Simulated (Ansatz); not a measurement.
Working through a single point in a Gaussian basis of CH7BOSi, SMILES BC(O)[SiH3]

With Ansatz 0.2.0, Python API.

Interactive session:
```pycon
>>> from pathlib import Path
>>> import warnings
>>> import ansatz as az
>>> import numpy as np
>>> BASIS_SET = "6-31G"
>>> METHOD = "CCSD(T)"
>>> GEOMETRY = """
... B    -0.55990    1.39400    0.45800
... C     0.17070    0.05860    0.55810
... O    -0.55570   -0.79720    1.40290
... Si    0.38560   -0.69670   -1.14740
... H    -0.16840    2.30940   -0.23070
... H    -1.61930    1.62040    1.03430
... H     1.22010    0.27020    0.95970
... H     0.14940   -1.50150    1.66720
... H     1.05000   -1.96040   -1.00460
... H    -1.03170   -0.96050   -1.65700
... H     1.02470    0.20670   -2.01970
... """
>>> warnings.simplefilter("ignore", az.DeckWarning)
>>> geometry = az.Crystal.molecule()
>>> for line in GEOMETRY.strip().splitlines():
...     symbol, *xyz = line.split()
...     geometry = geometry.atom(symbol, [float(v) for v in xyz])
...
>>> job = (
...     geometry.calculation()
...     .basis(gaussian=BASIS_SET)
...     .correlation(METHOD, electrons="valence")
...     .forces()
...     .orbitals()
... )
>>> out = job.run(runs_dir="out")

>>> report = out.report
>>> report["positions_ang"]
[[-0.5599, 1.394, 0.458], [0.1707, 0.0586, 0.5581], [-0.5557, -0.7972, 1.4029], [0.3856, -0.6967, -1.1474], [-0.1684, 2.3094, -0.2307], [-1.6193, 1.6204, 1.0343], [1.2201, 0.2702, 0.9597], [0.1494, -1.5015, 1.6672], [1.05, -1.9604, -1.0046], [-1.0317, -0.9605, -1.657], [1.0247, 0.2067, -2.0197]]
>>> report["mean_field"]["state"]["spin_squared"]
7.105427357601002e-14
>>> report["converged"], report["free_energy_ev"]
(True, -11717.278471335641)
>>> for key in ("converged", "free_energy_ev", "reference_energy_ev", "n_frozen", "n_occupied", "n_virtual"):
...     print(f"{key:22s} {report[key]}")
...
converged              True
free_energy_ev         -11717.278471335641
reference_energy_ev    -11707.126281193114
n_frozen               8
n_occupied             [12, 12]
n_virtual              [34, 34]
>>> parts = report["correlation"]
>>> for name in ("random_phase", "coupled_cluster", "perturbative"):
...     if name in parts:
...         print(f"{name:16s} {parts[name]['energy']['hartree']:12.7f} Ha")
...
coupled_cluster    -0.3654141 Ha
perturbative       -0.0076720 Ha
>>> if "second_order" in parts:
...     pair = parts["second_order"]
...     print(f"MP2 same spin {pair['same_spin']['hartree']:.7f} Ha, opposite spin {pair['opposite_spin']['hartree']:.7f} Ha")
...
MP2 same spin -0.0662359 Ha, opposite spin -0.2558282 Ha
>>> symbols = [site.symbol for site in geometry.cartesian_sites]
>>> print("forces (eV/A)")
forces (eV/A)
>>> for symbol, f in zip(symbols, report["forces_ev_ang"]):
...     print(f"  {symbol:2s} {f[0]:9.4f} {f[1]:9.4f} {f[2]:9.4f}")
...
  B    -1.0403    1.6904   -0.0826
  C     1.9074    2.3813   -0.0802
  O     0.8043   -3.4966    2.2726
  Si   -2.1436   -0.6155   -0.3909
  H     0.2677   -0.1190   -0.0187
  H     0.3930   -0.3300   -0.1589
  H    -0.6063    0.0419   -0.2466
  H    -1.8239    0.5735    0.0679
  H     0.8497   -1.3587    0.0912
  H     0.2086   -0.0140   -0.0553
  H     1.1835    1.2467   -1.3985
>>> charges = report["charge_distribution"]
>>> dipole = np.array(charges["dipole_moment_e_ang"]) * 4.803205
>>> print("dipole (D): {:.3f} {:.3f} {:.3f}, length {:.3f}".format(*dipole, np.linalg.norm(dipole)))
dipole (D): 2.633 -0.583 -0.252, length 2.709
>>> print("atom  Mulliken   Lowdin")
atom  Mulliken   Lowdin
>>> for symbol, m, l in zip(symbols, charges["mulliken_charges_e"], charges["lowdin_charges_e"]):
...     print(f"{symbol:4s} {m:9.3f} {l:8.3f}")
...
B        0.331    0.020
C       -0.411   -0.325
O       -0.598   -0.288
Si       0.699    0.562
H       -0.077   -0.015
H       -0.046   -0.004
H        0.164    0.149
H        0.354    0.281
H       -0.148   -0.132
H       -0.126   -0.121
H       -0.142   -0.126
>>> lines = Path(report["orbitals_path"]).read_text().splitlines()
>>> field_of = lambda key: [line.split("=")[1].strip() for line in lines if line.startswith(key)]
>>> orbitals = [(27.211386 * float(e), s, float(n)) for e, s, n in zip(field_of("Ene="), field_of("Spin="), field_of("Occup="))]
>>> homo = max(e for e, _, n in orbitals if n > 0.5)
>>> lumo = min(e for e, _, n in orbitals if n < 0.5)
>>> for e, spin, n in sorted(orbitals):
...     if homo - 6 < e < lumo + 5:
...         print(f"{spin:6s} {e:10.3f} eV  occupation {n:.0f}")
...
Alpha     -15.851 eV  occupation 2
Alpha     -15.094 eV  occupation 2
Alpha     -13.845 eV  occupation 2
Alpha     -13.342 eV  occupation 2
Alpha     -12.640 eV  occupation 2
Alpha     -12.333 eV  occupation 2
Alpha     -10.934 eV  occupation 2
Alpha       2.710 eV  occupation 0
Alpha       3.873 eV  occupation 0
Alpha       4.793 eV  occupation 0
Alpha       5.204 eV  occupation 0
Alpha       6.593 eV  occupation 0
Alpha       7.482 eV  occupation 0
```

Caveats:
- These settings explore the input space; basis and method may be short of convergence.
- The geometry is a force-field or estimated start, not a minimum of this method, and the basis set is short of its limit.
- The Löwdin charges here are taken after orthogonalising the functions within each atom; they differ from plain Löwdin charges, and their signs can be unphysical.
- Alpha marks a spatial orbital of a restricted run, filled by both spins.
- Levels such as HOMO and LUMO are orbital energies: in Hartree-Fock the gap is too wide and the LUMO hangs on the basis.
- S² is that of the Hartree-Fock reference.
- Timing: 6.1 s on 1 thread of Arm Neoverse V1, with other jobs on the host, peak memory 0.23 GiB.

(Lines on the test bed's own set-up are left out of the output.)
